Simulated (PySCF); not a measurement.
# C4H9BS2: a tour of settings, part 1 of 2

Aim: see how C4H9BS2 (`CB1SC[C@H](C)S1`) answers to the choice of functional, basis, grid and SCF options.

Computed with PySCF 2.14.0, with density-fitted response routines of our own, on a single molecule in the gas phase. Atoms are numbered from 0 throughout.

### Step 1. The molecule as given

16 atoms, charge 0, multiplicity 1; geometry from: GFN2-xTB.

Bonds of the start (Å): C0–B1 1.58, B1–S2 1.79, S2–C3 1.83, C3–C4 1.52, C4–C5 1.52, C4–S6 1.85, S6–B1 1.79, C0–H7 1.09, C0–H8 1.09, C0–H9 1.09, C3–H10 1.09, C3–H11 1.09, C4–H12 1.09, C5–H13 1.09, C5–H14 1.09, C5–H15 1.09.

### Step 2. NMR shieldings: PBE0/pcSseg-1

What the job is given:

```
{"job": {"kind": "nmr", "xc": "PBE0", "basis": "pcSseg-1"}, "charge": 0, "multiplicity": 1}
C      3.063804    -0.482541    -0.011362
B      1.546378    -0.063791     0.051436
S      0.981320     1.402130     0.917683
C     -0.803976     0.993982     0.821701
C     -1.108640     0.217369    -0.443927
C     -2.454241    -0.483013    -0.380202
S      0.244349    -1.020004    -0.717835
H      3.299117    -1.183750     0.789867
H      3.316136    -0.982290    -0.944416
H      3.732082     0.367199     0.111125
H     -1.041724     0.401940     1.708015
H     -1.357181     1.931717     0.855507
H     -1.067490     0.881773    -1.312832
H     -2.482122    -1.171007     0.461871
H     -3.252848     0.247500    -0.265944
H     -2.622563    -1.048271    -1.293051
```

With the program's defaults for keys left out, this is: GIAO PBE0/pcSseg-1 NMR shielding, non-relativistic, gas phase.

Started as:

```
$ OMP_NUM_THREADS=1 python probes_run.py task.json out
```

One launch serves the whole session: the jobs run in the order shown.

Output:

```text
coarse grid: 14264 points
cycle   1  E = -978.5097542474  dE =  7.677e-01  |g| = 3.726e-01  |ddm| = 3.636e+00
cycle   2  E = -978.5120640233  dE = -2.310e-03  |g| = 3.771e-01  |ddm| = 7.343e-01
cycle   3  E = -978.5485832674  dE = -3.652e-02  |g| = 4.689e-02  |ddm| = 3.588e-01
cycle   4  E = -978.5490027226  dE = -4.195e-04  |g| = 2.781e-02  |ddm| = 7.627e-02
cycle   5  E = -978.5492057837  dE = -2.031e-04  |g| = 5.485e-03  |ddm| = 3.348e-02
cycle   6  E = -978.5492142321  dE = -8.448e-06  |g| = 1.930e-03  |ddm| = 9.826e-03
final grid: 127880 points
cycle   7  E = -978.5936680697  dE = -2.696e-05  |g| = 1.256e-02  |ddm| = 3.475e-02
cycle   8  E = -978.5936364103  dE =  3.166e-05  |g| = 1.671e-02  |ddm| = 2.669e-02
cycle   9  E = -978.5937069316  dE = -7.052e-05  |g| = 1.338e-03  |ddm| = 1.652e-02
cycle  10  E = -978.5937073824  dE = -4.508e-07  |g| = 2.132e-04  |ddm| = 1.557e-03
cycle  11  E = -978.5937073927  dE = -1.027e-08  |g| = 8.257e-05  |ddm| = 2.637e-04
cycle  12  E = -978.5937073945  dE = -1.825e-09  |g| = 2.819e-05  |ddm| = 1.161e-04
cycle  13  E = -978.5937073947  dE = -2.378e-10  |g| = 3.023e-06  |ddm| = 3.527e-05
converged SCF energy = -978.5937073947

GIAO shielding tensors (ppm)
atom      isotropic    diamagn.    paramagn.     s11        s22        s33       span
  0 C      183.768     249.754     -65.986    165.130    189.075    197.100     31.970
  1 B       32.693     193.224    -160.531     -6.832      7.723     97.186    104.018
  2 S      414.500    1058.456    -643.955    322.951    345.546    575.004    252.053
  3 C      136.773     252.367    -115.595     93.281    152.129    164.910     71.629
  4 C      127.201     252.060    -124.859     77.658    147.931    156.015     78.357
  5 C      164.219     246.186     -81.967    149.365    156.842    186.449     37.085
  6 S      378.182    1059.786    -681.604    285.483    344.333    504.732    219.249
  7 H       30.957      28.272       2.685     26.842     28.038     37.992     11.150
  8 H       30.628      29.064       1.563     25.485     29.547     36.851     11.366
  9 H       30.712      28.300       2.412     25.780     29.548     36.808     11.028
 10 H       28.892      32.298      -3.406     23.294     28.971     34.411     11.117
 11 H       28.631      31.552      -2.921     22.842     27.649     35.403     12.561
 12 H       27.804      32.963      -5.159     24.783     26.068     32.560      7.777
 13 H       30.387      29.836       0.551     26.729     29.093     35.338      8.609
 14 H       30.279      28.633       1.647     25.246     27.666     37.927     12.681
 15 H       29.883      29.182       0.700     24.569     27.847     37.232     12.663
```

Wall time 39 s (1 thread of Intel Xeon at 2.70GHz, shared host); peak memory 0.81 GiB.

The references, computed at this level on geometries of the same kind, shield at (ppm): 1H TMS 31.72, 13C TMS 186.9, 11B BF3·OEt2 100.1, 33S CS2 504. Their shielding less the atom's gives the shift. The references are single molecules in the gas phase. Atoms listed in one row are averaged.

```tsv
atoms	environment	σ (ppm)	δ (ppm)	δ scaled to CDCl3
C4	sp3 CH bonded to S	127.2	59.7	52.0
C3	sp3 CH2 bonded to S	136.8	50.2	42.6
C5	methyl carbon	164.2	22.7	20.2
C0	methyl carbon bonded to B	183.8	3.2	1.2
H12	hydrogen on an sp3 CH bonded to S	27.80	3.91	3.79
H11	hydrogen on an sp3 CH2 bonded to S	28.63	3.09	3.01
H10	hydrogen on an sp3 CH2 bonded to S	28.89	2.82	2.77
H13, H14, H15	hydrogen on a methyl carbon	30.18	1.53	1.55
H7, H8, H9	hydrogen on a methyl carbon bonded to B	30.77	0.95	1.00
B1	boron bonded to C, 2 S, in a 5-membered ring	32.7	67.4	–
S6	sulfur bonded to C, B, in a 5-membered ring	378	126	–
S2	sulfur bonded to C, B, in a 5-membered ring	415	89	–
```

The scaled column applies a straight-line fit of computed shieldings to shifts measured in CDCl3, with any fitted terms for Cl, Br or S neighbours (root-mean-square error 0.16 ppm for H, 1.9 ppm for C).

The run also stored atomic charges by several schemes (e):

```tsv
atoms	Mulliken	IAO	Hirshfeld	ESP fit
C0	-0.50	-0.57	-0.20	-0.64
B1	0.33	-0.06	0.08	0.36
S2	-0.13	0.08	-0.04	-0.24
C3	-0.25	-0.33	-0.07	-0.30
C4	-0.44	-0.16	-0.02	0.17
C5	-0.19	-0.42	-0.12	-0.48
S6	-0.10	0.06	-0.03	-0.26
```

Mayer bond orders: C0–B1 1.07, B1–S2 1.15, S2–C3 1.00, C3–C4 0.98, C4–C5 1.02, C4–S6 0.99, S6–B1 1.16.

Ring of atoms B1, S2, C3, C4, S6: NICS(0) -5.7, NICS(1) -4.1, NICS(1)zz -0.2 ppm (means of both faces).

### Step 3. Excited states and response: PBE0/def2-SVPD

The job, as its differences from that of step 2:

```diff
@@ -1,2 +1,2 @@
-{"job": {"kind": "nmr", "xc": "PBE0", "basis": "pcSseg-1"}, "charge": 0, "multiplicity": 1}
+{"job": {"kind": "uv", "xc": "PBE0", "basis": "def2-SVPD", "nstates": 6, "ntriplets": 2}, "charge": 0, "multiplicity": 1}
 C      3.063804    -0.482541    -0.011362
```

Level: TDDFT PBE0/def2-SVPD, vertical, gas phase, core orbitals frozen in the response.

Output:

```text
coarse grid: 14264 points
cycle   1  E = -978.1603899509  dE =  7.092e-01  |g| = 3.573e-01  |ddm| = 5.635e+00
cycle   2  E = -978.1615782840  dE = -1.188e-03  |g| = 3.661e-01  |ddm| = 1.133e+00
cycle   3  E = -978.1975755979  dE = -3.600e-02  |g| = 5.058e-02  |ddm| = 5.321e-01
cycle   4  E = -978.1981223504  dE = -5.468e-04  |g| = 2.763e-02  |ddm| = 1.286e-01
cycle   5  E = -978.1983393145  dE = -2.170e-04  |g| = 5.848e-03  |ddm| = 5.769e-02
cycle   6  E = -978.1983496302  dE = -1.032e-05  |g| = 1.251e-03  |ddm| = 1.438e-02
cycle   7  E = -978.1983499955  dE = -3.654e-07  |g| = 4.342e-04  |ddm| = 2.749e-03
final grid: 127880 points
cycle   8  E = -978.2962978394  dE = -3.363e-05  |g| = 1.008e-02  |ddm| = 1.158e-01
cycle   9  E = -978.2962781769  dE =  1.966e-05  |g| = 1.313e-02  |ddm| = 3.440e-02
cycle  10  E = -978.2963247062  dE = -4.653e-05  |g| = 1.149e-03  |ddm| = 2.066e-02
cycle  11  E = -978.2963250566  dE = -3.504e-07  |g| = 2.160e-04  |ddm| = 2.606e-03
cycle  12  E = -978.2963250676  dE = -1.100e-08  |g| = 7.341e-05  |ddm| = 4.920e-04
cycle  13  E = -978.2963250690  dE = -1.343e-09  |g| = 3.226e-05  |ddm| = 2.079e-04
cycle  14  E = -978.2963250693  dE = -3.351e-10  |g| = 3.781e-06  |ddm| = 6.574e-05
converged SCF energy = -978.2963250693

Static polarisability (au): isotropic 100.409, principal 76.084 104.324 120.818

Singlet excitations
state   eV       nm        f      main configurations
  1   5.3287    232.7   0.07296   H->L 0.75, H->L+1 0.21
  2   5.4127    229.1   0.03667   H->L+1 0.73, H->L 0.21
  3   6.1428    201.8   0.00570   H->L+2 0.96
  4   6.3975    193.8   0.01074   H-1->L 0.47, H-2->L 0.40
  5   6.4689    191.7   0.00337   H-1->L+1 0.40, H->L+3 0.32, H-2->L 0.09
  6   6.7523    183.6   0.06353   H-1->L 0.44, H-2->L 0.43

Triplet excitations (Tamm-Dancoff, eV): 4.4545 5.0057
```

Run time: 56 s. Hardware: 1 thread of Intel Xeon at 2.70GHz, shared host; peak memory 0.93 GiB.

Frontier orbitals and where they lie:

```tsv
orbital	eV	atoms
HOMO−3	-9.33	C0 20 %, S6 18 %, B1 14 %
HOMO−2	-8.43	S2 37 %, S6 34 %, B1 13 %
HOMO−1	-8.04	S6 33 %, S2 31 %, B1 14 %
HOMO	-6.79	S2 38 %, S6 37 %, B1 9 %
LUMO	-0.41	B1 38 %, S6 20 %, S2 20 %
LUMO+1	-0.03	S2 26 %, S6 26 %, C3 9 %
LUMO+2	0.42	B1 28 %, S6 17 %, S2 16 %
```

With each of the 6 states as a Gaussian band of 0.4 eV half-width at 1/e, the curve within the window shown has maxima at 232 nm (ε 4,400), 185 nm (ε 2,900) L/(mol cm). Beyond the last state computed it falls off for lack of states. The curve at chosen wavelengths:

(nm, ε (L/mol/cm)): (176, 1513), (179, 2205), (183, 2822), (186, 2889), (190, 2512), (193, 2055), (197, 1456), (200, 1108), (204, 845), (207, 827), (210, 988), (214, 1500), (217, 2076), (221, 2971), (224, 3607), (228, 4213), (231, 4396), (234, 4322), (238, 3880), (241, 3374), (245, 2606), (248, 2045), (252, 1394), (255, 1003), (259, 616), (262, 413)

Further results of this job:

```tsv
property	computed
dipole moment (D)	1.83
polarisability (Å³)	14.88
HOMO–LUMO gap (eV)	6.39
−ε(HOMO) (eV)	6.79
```

(Continued in part 2 of 2.)
